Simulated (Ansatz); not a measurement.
# B2H6OSi: basis-set convergence

One table from this session's results is given with a row withheld; the runs are named, their logs left out.

The runs use Ansatz 0.2.0, Gaussian basis; one geometry, several basis sets.

The runs, in order: PBE0-D4/def2-SVP; ωB97M-V/def2-SVP; PBE0-D4/def2-QZVPP; ωB97M-V/def2-QZVPP; the functionals' def2-TZVPP values are taken from earlier runs.

## The geometry

The geometry comes from an earlier relaxation with PBE0-D4 in a triple-zeta def2 set; it is a stationary point, not always the lowest conformer.

SMILES `BO[SiH2]B`, 10 atoms, charge 0, spin multiplicity 1.

Atoms are counted from 1 here; the program's logs count them from 0.

Bond lengths: B1–O2 1.345 Å, B1–H5 1.205 Å, B1–H6 1.199 Å, O2–Si3 1.666 Å, Si3–B4 2.001 Å, Si3–H7 1.493 Å, Si3–H8 1.489 Å, B4–H9 1.197 Å, B4–H10 1.194 Å. Angles: O2–B1–H5 120.1°, O2–B1–H6 118.2°, H5–B1–H6 121.8°, B1–O2–Si3 132.3°, O2–Si3–B4 113.0°, O2–Si3–H7 109.1°, O2–Si3–H8 106.8°, B4–Si3–H7 109.8°, B4–Si3–H8 109.6°, H7–Si3–H8 108.3°, Si3–B4–H9 118.4°, Si3–B4–H10 123.8°, H9–B4–H10 117.8°.

Set-up of the first run:

The input, in.yaml:

```yaml
crystal:
  periodic: [false, false, false]
  atoms:
    - {symbol: B, position_ang: [-1.561873, 1.345189, 0.643219]}
    - {symbol: O, position_ang: [-0.292293, 1.025740, 0.336885]}
    - {symbol: Si, position_ang: [0.359637, -0.110691, -0.691494]}
    - {symbol: B, position_ang: [1.554565, -1.416177, 0.241549]}
    - {symbol: H, position_ang: [-2.475148, 0.753147, 0.126303]}
    - {symbol: H, position_ang: [-1.748443, 2.223870, 1.437776]}
    - {symbol: H, position_ang: [-0.747171, -0.840530, -1.378568]}
    - {symbol: H, position_ang: [1.139163, 0.634032, -1.719271]}
    - {symbol: H, position_ang: [2.108018, -2.250591, -0.413916]}
    - {symbol: H, position_ang: [1.746647, -1.415189, 1.420418]}
basis:
  gaussian: {orbitals: def2-SVP}
hamiltonian: {xc: pbe0, dispersion: d4}
output: {orbitals: {seedname: orbitals}}
```

The run is started by

```sh
ansatz run in.yaml --threads 2 --pin off --events-out ev --progress --plain --max-ram 4352MiB
```

Among the steps run: PBE0-D4 in def2-SVP; ωB97M-V in def2-SVP; PBE0-D4 in def2-QZVPP; ωB97M-V in def2-QZVPP.

One table of the session follows, with a row left open; its other results are not shown here.

It belongs to the step «Density functionals: the series». 

```
functional       basis  HOMO (eV)  LUMO (eV)
   PBE0-D4    def2-SVP      -8.27      -2.64
   PBE0-D4  def2-TZVPP          ?          ?
   PBE0-D4  def2-QZVPP      -8.36      -2.67
   ωB97M-V    def2-SVP     -10.54      -0.56
   ωB97M-V  def2-TZVPP     -10.61      -0.68
   ωB97M-V  def2-QZVPP     -10.61      -0.72
```

**Question.** Estimate the row for PBE0-D4, def2-TZVPP.

**Answer.** HOMO (eV): -8.34; LUMO (eV): -2.66. In the column «HOMO (eV)» it lies between PBE0-D4, def2-QZVPP (-8.36) and PBE0-D4, def2-SVP (-8.27).
